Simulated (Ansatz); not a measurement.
# FGaH₄Si: a ladder of functionals and wavefunction methods

Aim: compute FGaH₄Si with functionals from several rungs and with coupled cluster. The yardstick is the atomisation energy at the CCSD(T) limit.

Computed with Ansatz 0.2.0, Gaussian basis. Level: functionals in def2-TZVPP, the program's frozen cores in correlated methods.

Plan: LDA (SPW92), PBE-D4, revPBE-D4, BLYP-D4, r2SCAN-D4, B97M-V, PBE0-D4, B3LYP-D4, r2SCANh-D4, r2SCAN0-D4, HSE06-D4, BHLYP-D4, CAM-B3LYP-D4, LC-ωPBE, ωB97X-V, ωB97M-V, B2PLYP, PBE-QIDH; CCSD(T)/def2-SVP; CCSD(T)/def2-TZVPP; MP2/def2-QZVPP; extrapolation to the limit; RPA on PBE.

## 1. The relaxed structure

The geometry comes from an earlier relaxation with PBE0-D4 in a triple-zeta def2 set; it is a stationary point, not always the lowest conformer.

SMILES `F[SiH2][GaH2]`, 7 atoms, charge 0, spin multiplicity 1.

Atoms are counted from 1 here; the program's logs count them from 0.

Bond lengths: F1–Si2 1.610 Å, Si2–Ga3 2.418 Å, Si2–H4 1.490 Å, Si2–H5 1.490 Å, Ga3–H6 1.569 Å, Ga3–H7 1.573 Å. Angles: F1–Si2–Ga3 111.9°, F1–Si2–H4 107.1°, F1–Si2–H5 107.1°, Ga3–Si2–H4 111.5°, Ga3–Si2–H5 111.5°, H4–Si2–H5 107.4°, Si2–Ga3–H6 122.6°, Si2–Ga3–H7 118.5°, H6–Ga3–H7 118.9°.

## 2. LDA

This LDA is Slater exchange with PW92 correlation.

in.yaml reads:

```yaml
crystal:
  periodic: [false, false, false]
  atoms:
    - {symbol: F, position_ang: [-2.135294, -0.174658, 0.502957]}
    - {symbol: Si, position_ang: [-0.881884, -0.107762, -0.505821]}
    - {symbol: Ga, position_ang: [1.212100, 0.147135, 0.675569]}
    - {symbol: H, position_ang: [-0.903989, -1.358180, -1.316488]}
    - {symbol: H, position_ang: [-1.127619, 1.030594, -1.435869]}
    - {symbol: H, position_ang: [1.294698, 0.234087, 2.240422]}
    - {symbol: H, position_ang: [2.541999, 0.228784, -0.160770]}
basis:
  gaussian: {orbitals: def2-TZVPP}
hamiltonian: {xc: lda}
output: {orbitals: {seedname: orbitals}}
```

Command:

```bash
ansatz run in.yaml --threads 2 --pin off --events-out ev --progress --plain --max-ram 4352MiB
```

Further steps of the session: PBE-D4 (GGA); revPBE-D4 (GGA); BLYP-D4 (GGA); r2SCAN-D4 (meta-GGA); B97M-V (meta-GGA); B3LYP-D4 (hybrid); r2SCANh-D4 (hybrid); r2SCAN0-D4 (hybrid); HSE06-D4 (hybrid); BHLYP-D4 (hybrid); CAM-B3LYP-D4 (range-separated); LC-ωPBE (range-separated); ωB97X-V (range-separated); ωB97M-V (range-separated); B2PLYP (double hybrid); PBE-QIDH (double hybrid); CCSD(T) in def2-SVP; CCSD(T) in def2-TZVPP; MP2 in def2-QZVPP; RPA on PBE orbitals.

Before running them: what should the planned runs give, taken together? Wanted: atomisation energy, CCSD(T)/CBS; farthest beyond LDA; mean size of error, GGA; mean size of error, meta-GGA; mean size of error, hybrid; mean size of error, range-separated; mean size of error, double hybrid; gap, smallest and largest; T1 diagnostic.

**Answer**, as computed:

```
                               quantity                                              value
        atomisation energy, CCSD(T)/CBS                                     470.3 kcal/mol
functionals within 4.7 kcal/mol (1.0 %)  r2SCAN-D4, B97M-V, CAM-B3LYP-D4, ωB97X-V, ωB97M-V
                    farthest beyond LDA                         revPBE-D4 (-18.3 kcal/mol)
                mean size of error, GGA                                      13.1 kcal/mol
           mean size of error, meta-GGA                                       2.0 kcal/mol
             mean size of error, hybrid                                       9.9 kcal/mol
    mean size of error, range-separated                                       3.4 kcal/mol
      mean size of error, double hybrid                                       9.7 kcal/mol
              gap, smallest and largest          3.31 eV (LDA (SPW92)), 10.05 eV (LC-ωPBE)
                          T1 diagnostic                                             0.0130
triples share of the correlation energy                                              3.1 %
```

LDA overbinds by 50.8 kcal/mol (11 %). PBE-D4 is off by -9.2 kcal/mol. Double hybrids carry the basis error of their MP2 part in triple zeta, and no dispersion term here, so their miss is partly the set-up's. The rungs meta-GGA, range-separated miss on average by less than the doubt on the reference (4.7 kcal/mol), so they tie. Misses under about 4.7 kcal/mol are within the doubt on the reference itself, which lacks core-valence correlation, relativity and higher excitations, and its outer-core shells are covered unevenly. Hartree-Fock recovers 75 % of the binding; the rest is correlation. CCSD(T) in def2-SVP is off by -36.7 kcal/mol, so the small basis spoils what the method gains. Orbital gaps span 3.3 to 10.0 eV; exact exchange widens them. Correlated methods include outer-core shells of Ga, which these sets cover unevenly.
